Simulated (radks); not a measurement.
# Cu²⁺ in [Ar] 3d8.5 4p0.5: an all-electron calculation

An exercise on one series of results from a longer session: the logs are not shown, and one member is left open.

The numbers are computed with radks (a radial shooting solver on a logarithmic mesh, Libxc functionals) version 1 (Dirac Kohn-Sham, revPBE, spin-unpolarised, spherical densities, finite nucleus; open shells fill j = l - 1/2 first), except any that are marked as measured or tabulated.

### Starting point

```
element            : copper (Z = 29)
charge             : +2
electrons          : 27
configuration      : [Ar] 3d8.5 4p0.5
nuclear rms radius : 3.8823 fm
```

The first run:

Settings of this run:

```text
Z 29
configuration [Ar] 3d8.5 4p0.5
relativity Dirac
functional pbe_r,pbe
spin unpolarised
j_filling energy
nucleus finite rms 3.8823 fm
c 137.035999084
```

Started as:

```console
python run_ks.py task.json out
```

The same process makes all the runs of this session.

Among the steps run: Self-consistent calculation.

One table of the session follows, with a row left open; its other results are not shown here.

It belongs to the step «Radial structure». From the orbitals of this run (lengths in bohr):

| level | <r> | outermost maximum (interpolated) | 90 % within | nodes |
| --- | --- | --- | --- | --- |
| 1s1/2 | 0.05213 | 0.0341 | 0.0931 | 0 |
| 2s1/2 | 0.2349 | 0.197 | 0.364 | 1 |
| 2p1/2 | 0.2041 | 0.156 | 0.334 | 0 |
| 2p3/2 | 0.2075 | 0.159 | 0.339 | 0 |
| 3s1/2 | ? | ? | ? | ? |
| 3p1/2 | 0.7344 | 0.613 | 1.13 | 1 |
| 3p3/2 | 0.7445 | 0.621 | 1.15 | 1 |
| 3d3/2 | 0.8888 | 0.592 | 1.53 | 0 |
| 3d5/2 | 0.8942 | 0.595 | 1.54 | 0 |
| 4p1/2 | 2.699 | 2.28 | 4.05 | 2 |
| 4p3/2 | 2.727 | 2.31 | 4.09 | 2 |

**Question.** Estimate the row for 3s1/2.

The run gave: <r>: 0.7077; outermost maximum (interpolated): 0.613; 90 % within: 1.06; nodes: 2. In the column «<r>» it lies between 2s1/2 (0.2349) and 3p1/2 (0.7344).
